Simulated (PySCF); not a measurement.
# CH3NSiTe (SMILES C1=N[SiH2][Te]1) at 6 levels

We compute a comparison of 6 runs (HF/STO-3G, HF/3-21G, HF/def2-SVP, wB97X/3-21G, BLYP/def2-TZVP, CCSD(T)/def2-SVPD) of CH3NSiTe. Input form: a Python script.

The results are computed with PySCF 2.14.0.

## (1) The system as given

The species is CH3NSiTe (7 atoms), meant as a singlet with charge 0. As SMILES, `C1=N[SiH2][Te]1`. Geometry: relaxed at PBE0-D4/def2-TZVP.

Bond lengths: C1–N2 1.265 Å, N2–Si3 1.763 Å, C1–Te4 2.175 Å, Si3–Te4 2.509 Å, C1–H5 1.094 Å, Si3–H6 1.482 Å, Si3–H7 1.482 Å. Some angles: C1–N2–Si3 99.8°, N2–C1–Te4 115.4°, N2–Si3–Te4 85.4°, C1–Te4–Si3 59.4°, N2–C1–H5 124.6°, Te4–C1–H5 120.0°, N2–Si3–H6 112.9°, N2–Si3–H7 112.9°, Te4–Si3–H6 116.3°, Te4–Si3–H7 116.3°.

## (2) Energy and gradient at HF/STO-3G (run 1)

Input file geometry.xyz:

```xyz
7
CH3NSiTe
C     -0.779100    -0.346300    -1.013500
N      0.482800    -0.263000    -0.986000
Si     0.714500     0.232700     0.690100
Te    -1.787200     0.130400     0.854000
H     -1.364200    -0.633900    -1.892600
H      1.327200     1.576400     0.814500
H      1.467100    -0.764300     1.487600
```

Input file calc.py:

```python
from pyscf import gto, scf

mol = gto.Mole()
mol.atom = 'geometry.xyz'
mol.max_memory = 1860
mol.basis = 'sto-3g'
mol.verbose = 4
mol.spin = 0
mol.build()

calc0 = scf.RHF(mol)
calc0.conv_tol = 1e-10
calc0.kernel()
if not calc0.converged:
    calc0 = calc0.newton().run(calc0.mo_coeff, calc0.mo_occ)

energy = calc0.e_tot
print('Final energy', energy)
grad = calc0.nuc_grad_method().kernel()
calc0.analyze()
```

On the command line:

```bash
OMP_NUM_THREADS=1 python calc.py
```

Output:

```text
PySCF version 2.14.0

[... 66 lines left out ...]
Final energy -6925.6084334258785
[... 18 lines left out ...]
Two-electron Coulomb Energy =         3240.050893332193027
[... 6 lines left out ...]
MO #4   energy= -160.5353916741    occ= 2
[... 4 lines left out ...]
MO #9   energy= -30.4826628235002  occ= 2
[... 4 lines left out ...]
MO #14  energy= -21.559802080847   occ= 2
[... 4 lines left out ...]
MO #19  energy= -5.95710367156803  occ= 2
[... 4 lines left out ...]
MO #24  energy= -4.05121404240553  occ= 2
[... 4 lines left out ...]
MO #29  energy= -1.57303721915262  occ= 2
[... 4 lines left out ...]
MO #34  energy= -0.603986432750656 occ= 2
[... 4 lines left out ...]
MO #39  energy= -0.317492538949266 occ= 2
[... 4 lines left out ...]
MO #44  energy= 0.346457348638633  occ= 0
[... 4 lines left out ...]
MO #49  energy= 0.965935985161377  occ= 0
[... 20 lines left out ...]
pop of  2 Si 3pz          0.66448
pop of  3 Te 1s           2.00000
pop of  3 Te 2s           1.99999
pop of  3 Te 3s           1.99995
pop of  3 Te 4s           1.99999
pop of  3 Te 5s           1.84182
pop of  3 Te 2px          2.00000
pop of  3 Te 2py          2.00000
pop of  3 Te 2pz          2.00000
pop of  3 Te 3px          1.99997
pop of  3 Te 3py          2.00000
pop of  3 Te 3pz          1.99998
pop of  3 Te 4px          1.99982
pop of  3 Te 4py          1.99997
pop of  3 Te 4pz          1.99976
pop of  3 Te 5px          1.28717
pop of  3 Te 5py          1.88048
pop of  3 Te 5pz          1.08999
pop of  3 Te 3dxy         2.00000
pop of  3 Te 3dyz         2.00000
pop of  3 Te 3dz^2        2.00000
pop of  3 Te 3dxz         2.00000
pop of  3 Te 3dx2-y2      2.00000
pop of  3 Te 4dxy         1.99984
pop of  3 Te 4dyz         1.99971
pop of  3 Te 4dz^2        1.99879
pop of  3 Te 4dxz         1.99902
pop of  3 Te 4dx2-y2      1.99891
pop of  4 H 1s            0.96380
pop of  5 H 1s            1.11570
pop of  6 H 1s            1.11570
 ** Mulliken atomic charges  **
charge of    0C =     -0.03709
charge of    1N =     -0.32022
charge of    2Si =      0.64766
charge of    3Te =     -0.09515
charge of    4H =      0.03620
charge of    5H =     -0.11570
charge of    6H =     -0.11570
Dipole moment(X, Y, Z, Debye):  1.26940,  0.35842,  0.98350
```

Run time: 4.8 s. Hardware: 1 thread of Intel Xeon at 2.70GHz, shared host; peak memory 0.12 GiB.

## (3) Energy and gradient at HF/3-21G (run 2)

Input file calc.py:

```python
import pyscf.grad
from pyscf import gto

molecule = gto.Mole()
molecule.atom = [
    ('C', (-0.779100, -0.346300, -1.013500)),
    ('N', (0.482800, -0.263000, -0.986000)),
    ('Si', (0.714500, 0.232700, 0.690100)),
    ('Te', (-1.787200, 0.130400, 0.854000)),
    ('H', (-1.364200, -0.633900, -1.892600)),
    ('H', (1.327200, 1.576400, 0.814500)),
    ('H', (1.467100, -0.764300, 1.487600)),
]
molecule.basis = '3-21g'
molecule.verbose = 4
molecule.max_memory = 1860
molecule.build()

myscf = molecule.RHF()
myscf.conv_tol = 1e-10
myscf.kernel()
if not myscf.converged:
    myscf = myscf.newton().run(myscf.mo_coeff, myscf.mo_occ)

e_final = myscf.e_tot
print('E = %.10f Eh' % e_final)
grad = myscf.Gradients().kernel()
myscf.analyze()
```

On the command line:

```bash
OMP_NUM_THREADS=1 python calc.py
```

Output:

```text
PySCF version 2.14.0

[... 84 lines left out ...]
Two-electron Energy =                 3032.888087042812913
[... 8 lines left out ...]
MO #5   energy= -160.44509828383   occ= 2
[... 6 lines left out ...]
MO #12  energy= -22.3879780432839  occ= 2
[... 6 lines left out ...]
MO #19  energy= -6.16388900926042  occ= 2
[... 6 lines left out ...]
MO #26  energy= -2.06944303530852  occ= 2
[... 6 lines left out ...]
MO #33  energy= -0.820306049145386 occ= 2
[... 6 lines left out ...]
MO #40  energy= -0.358354925028343 occ= 2
[... 6 lines left out ...]
MO #47  energy= 0.258027909200487  occ= 0
[... 6 lines left out ...]
MO #54  energy= 0.504742593747085  occ= 0
[... 6 lines left out ...]
MO #61  energy= 1.23407239764158   occ= 0
[... 6 lines left out ...]
MO #68  energy= 2.71174230141776   occ= 0
[... 39 lines left out ...]
pop of  3 Te 2px          1.99998
pop of  3 Te 2py          1.99999
pop of  3 Te 2pz          1.99998
pop of  3 Te 3px          1.99989
pop of  3 Te 3py          1.99991
pop of  3 Te 3pz          1.99989
pop of  3 Te 4px          1.99937
pop of  3 Te 4py          1.99950
pop of  3 Te 4pz          1.99931
pop of  3 Te 5px          1.29987
pop of  3 Te 5py          1.85114
pop of  3 Te 5pz          1.02487
pop of  3 Te 6px          0.00448
pop of  3 Te 6py          0.00312
pop of  3 Te 6pz          0.00597
pop of  3 Te 3dxy         1.99999
pop of  3 Te 3dyz         1.99999
pop of  3 Te 3dz^2        1.99997
pop of  3 Te 3dxz         1.99995
pop of  3 Te 3dx2-y2      1.99997
pop of  3 Te 4dxy         1.99984
pop of  3 Te 4dyz         1.99987
pop of  3 Te 4dz^2        1.99969
pop of  3 Te 4dxz         1.99968
pop of  3 Te 4dx2-y2      1.99968
pop of  4 H 1s            0.87070
pop of  4 H 2s            0.01281
pop of  5 H 1s            1.08624
pop of  5 H 2s            0.00234
pop of  6 H 1s            1.08623
pop of  6 H 2s            0.00234
 ** Mulliken atomic charges  **
charge of    0C =     -0.09963
charge of    1N =     -0.47069
charge of    2Si =      0.62038
charge of    3Te =      0.01059
charge of    4H =      0.11648
charge of    5H =     -0.08857
charge of    6H =     -0.08857
Dipole moment(X, Y, Z, Debye): -0.19458,  0.30075,  1.08688
```

Wall time 7.2 s (1 thread of Intel Xeon at 2.70GHz, shared host); peak memory 0.14 GiB.

Runs 3 to 4 aren't shown in full; the table further down has their settings and results.

## (4) Energy and forces at BLYP/def2-TZVP (core potential) (run 5)

Input file job.py:

```python
from pyscf import gto, dft

mol = gto.Mole()
mol.atom = '''
C   -0.779100  -0.346300  -1.013500
N    0.482800  -0.263000  -0.986000
Si   0.714500   0.232700   0.690100
Te  -1.787200   0.130400   0.854000
H   -1.364200  -0.633900  -1.892600
H    1.327200   1.576400   0.814500
H    1.467100  -0.764300   1.487600
'''
mol.charge = 0
mol.basis = 'def2-tzvp'
mol.verbose = 4
mol.ecp = {'Te': 'def2-svp'}
mol.max_memory = 1860
mol.build()

mf = dft.RKS(mol)
mf.xc = 'blyp'
mf.conv_tol = 1e-10
mf.grids.level = 5
mf.kernel()
if not mf.converged:
    mf = mf.newton().run(mf.mo_coeff, mf.mo_occ)

e_final = mf.e_tot
print(f'total energy: {e_final:.8f} hartree')
grad = mf.nuc_grad_method().kernel()
dip = mf.dip_moment()
pop, q = mf.mulliken_pop()
```

On the command line:

```bash
OMP_NUM_THREADS=1 python job.py
```

Output:

```text
PySCF version 2.14.0

[... 91 lines left out ...]
converged SCF energy = -652.133308679575
total energy: -652.13330868 hartree
[... 14 lines left out ...]
Dipole moment(X, Y, Z, Debye): -0.30404,  0.16420,  0.63449
[... 136 lines left out ...]
pop of  3 Te 4f-3         0.00136
pop of  3 Te 4f-2         0.00179
pop of  3 Te 4f-1         0.00169
pop of  3 Te 4f+0         0.00211
pop of  3 Te 4f+1         0.00489
pop of  3 Te 4f+2         0.00230
pop of  3 Te 4f+3         0.00239
pop of  3 Te 5f-3         0.00004
pop of  3 Te 5f-2         0.00005
pop of  3 Te 5f-1         0.00005
pop of  3 Te 5f+0         0.00006
pop of  3 Te 5f+1         0.00019
pop of  3 Te 5f+2         0.00006
pop of  3 Te 5f+3         0.00008
pop of  4 H 1s            0.27912
pop of  4 H 2s            0.48417
pop of  4 H 3s            0.09094
pop of  4 H 2px           0.00643
pop of  4 H 2py           0.00434
pop of  4 H 2pz           0.01091
pop of  5 H 1s            0.25636
pop of  5 H 2s            0.52683
pop of  5 H 3s            0.24711
pop of  5 H 2px           0.00223
pop of  5 H 2py           0.00601
pop of  5 H 2pz           0.00077
pop of  6 H 1s            0.25636
pop of  6 H 2s            0.52683
pop of  6 H 3s            0.24710
pop of  6 H 2px           0.00277
pop of  6 H 2py           0.00371
pop of  6 H 2pz           0.00253
 ** Mulliken atomic charges  **
charge of    0C =     -0.09351
charge of    1N =     -0.23996
charge of    2Si =      0.33102
charge of    3Te =     -0.04303
charge of    4H =      0.12409
charge of    5H =     -0.03931
charge of    6H =     -0.03930
```

Wall time 2 min (1 thread of Intel Xeon at 2.70GHz, shared host); peak memory 2.1 GiB.

## (5) A single-point energy at CCSD(T)/def2-SVPD (core potential) (run 6)

Input file job.py:

```python
from pyscf import gto, scf, cc

mol = gto.M(
    atom=[
    ('C', (-0.779100, -0.346300, -1.013500)),
    ('N', (0.482800, -0.263000, -0.986000)),
    ('Si', (0.714500, 0.232700, 0.690100)),
    ('Te', (-1.787200, 0.130400, 0.854000)),
    ('H', (-1.364200, -0.633900, -1.892600)),
    ('H', (1.327200, 1.576400, 0.814500)),
    ('H', (1.467100, -0.764300, 1.487600)),
],
    ecp={'Te': 'def2-svp'},
    max_memory=1860,
    verbose=4,
    basis='def2-svpd',
)

mf = scf.RHF(mol)
mf.conv_tol = 1e-10
mf.kernel()
if not mf.converged:
    mf = mf.newton().run(mf.mo_coeff, mf.mo_occ)

mycc = cc.CCSD(mf, frozen=11)
mycc.kernel()
e_t = mycc.ccsd_t()
energy = mycc.e_tot + e_t
print('E = %.10f Eh' % energy)
mf.analyze()
```

On the command line:

```bash
OMP_NUM_THREADS=1 python job.py
```

Output:

```text
PySCF version 2.14.0

[... 115 lines left out ...]
MO #3   energy= -11.3426768913339  occ= 2
[... 11 lines left out ...]
MO #15  energy= -1.93270056547103  occ= 2
[... 11 lines left out ...]
MO #27  energy= -0.319247861978758 occ= 2
[... 11 lines left out ...]
MO #39  energy= 0.185837574483613  occ= 0
[... 11 lines left out ...]
MO #51  energy= 0.343930847512221  occ= 0
[... 11 lines left out ...]
MO #63  energy= 0.541219139644999  occ= 0
[... 11 lines left out ...]
MO #75  energy= 0.731186022978193  occ= 0
[... 11 lines left out ...]
MO #87  energy= 1.02626551305457   occ= 0
[... 11 lines left out ...]
MO #99  energy= 1.74519647618427   occ= 0
[... 11 lines left out ...]
MO #111 energy= 2.3752021311496    occ= 0
[... 11 lines left out ...]
MO #123 energy= 53.4830792430344   occ= 0
[... 94 lines left out ...]
pop of  3 Te 5dxz         0.06753
pop of  3 Te 5dx2-y2      0.00312
pop of  3 Te 6dxy         0.14026
pop of  3 Te 6dyz         0.13206
pop of  3 Te 6dz^2        0.13954
pop of  3 Te 6dxz         0.13785
pop of  3 Te 6dx2-y2      0.02140
pop of  4 H 1s            0.86779
pop of  4 H 2s            0.01767
pop of  4 H 2px           0.00279
pop of  4 H 2py           0.00105
pop of  4 H 2pz           0.00277
pop of  4 H 3px           0.00296
pop of  4 H 3py           0.00438
pop of  4 H 3pz           0.00860
pop of  5 H 1s            1.12249
pop of  5 H 2s            0.00424
pop of  5 H 2px           0.00515
pop of  5 H 2py           0.00596
pop of  5 H 2pz           0.00138
pop of  5 H 3px           0.00299
pop of  5 H 3py           0.00122
pop of  5 H 3pz           0.00144
pop of  6 H 1s            1.12297
pop of  6 H 2s            0.00441
pop of  6 H 2px           0.00548
pop of  6 H 2py           0.00395
pop of  6 H 2pz           0.00311
pop of  6 H 3px           0.00281
pop of  6 H 3py           0.00125
pop of  6 H 3pz           0.00164
 ** Mulliken atomic charges  **
charge of    0C =     -0.78511
charge of    1N =     -0.61424
charge of    2Si =     -0.06987
charge of    3Te =      1.66771
charge of    4H =      0.09199
charge of    5H =     -0.14487
charge of    6H =     -0.14562
Dipole moment(X, Y, Z, Debye): -0.33968,  0.19109,  0.73554
```

Wall time 2.9 min (1 thread of Intel Xeon at 2.70GHz, shared host); peak memory 1.8 GiB.

## (6) All runs side by side

| run | level | core potential | integration grid | energy (Eh) | dipole moment (D) of the reference | HOMO energy (eV) | LUMO energy (eV) | wall time |
| --- | --- | --- | --- | --- | --- | --- | --- | --- |
| 1 | HF/STO-3G | – | – | -6925.608433 | 1.65 | -6.27 | 5.62 | 4.8 s |
| 2 | HF/3-21G | – | – | -6963.590779 | 1.14 | -8.70 | 1.35 | 7.2 s |
| 3 | HF/def2-SVP (core potential) | def2-svp | – | -649.801644 | 0.95 | -8.66 | 1.72 | 9.3 s |
| 4 | wB97X/3-21G | – | 5 | -6967.442382 | 0.97 | -8.56 | 0.32 | 45 s |
| 5 | BLYP/def2-TZVP (core potential) | def2-svp | 5 | -652.133309 | 0.72 | -5.38 | -2.32 | 2 min |
| 6 | CCSD(T)/def2-SVPD (core potential) | def2-svp | – | -650.397436 | 0.83 | -8.69 | 0.98 | 2.9 min |

## (7) Summary of results

```
                                           quantity          value
                                run 6: total energy  -650.39744 Eh
        run 6: dipole moment (Hartree–Fock density)         0.83 D
         run 6: HOMO energy (Hartree–Fock orbitals)       -8.69 eV
         run 6: LUMO energy (Hartree–Fock orbitals)        0.98 eV
       run 6: HOMO–LUMO gap (Hartree–Fock orbitals)        9.66 eV
run 6: correlation energy (11 core orbitals frozen)     -583.6 mEh
                              run 6: (T) correction     -25.67 mEh
                               run 6: T1 diagnostic          0.015
```

**Reading.** Over runs 1, 2, 3, 4, 5 the dipole moment (its size) runs from 0.72 D (BLYP/def2-TZVP) to 1.65 D (HF/STO-3G). The two ends differ in method and basis and core potential. Over runs 1, 2, 3, 4, 5 the HOMO–LUMO gap runs from 3.06 eV (BLYP/def2-TZVP) to 11.89 eV (HF/STO-3G). Totals of different functionals can't be ranked against each other. Some runs of one species differ in core potentials or relativity; totals across that change don't compare. In run 1 the basis is minimal, so the values are rough. In runs 1, 2, 4 relativity is left out where basis or elements ask for it. All runs together took 6.1 min, the longest 2.9 min.
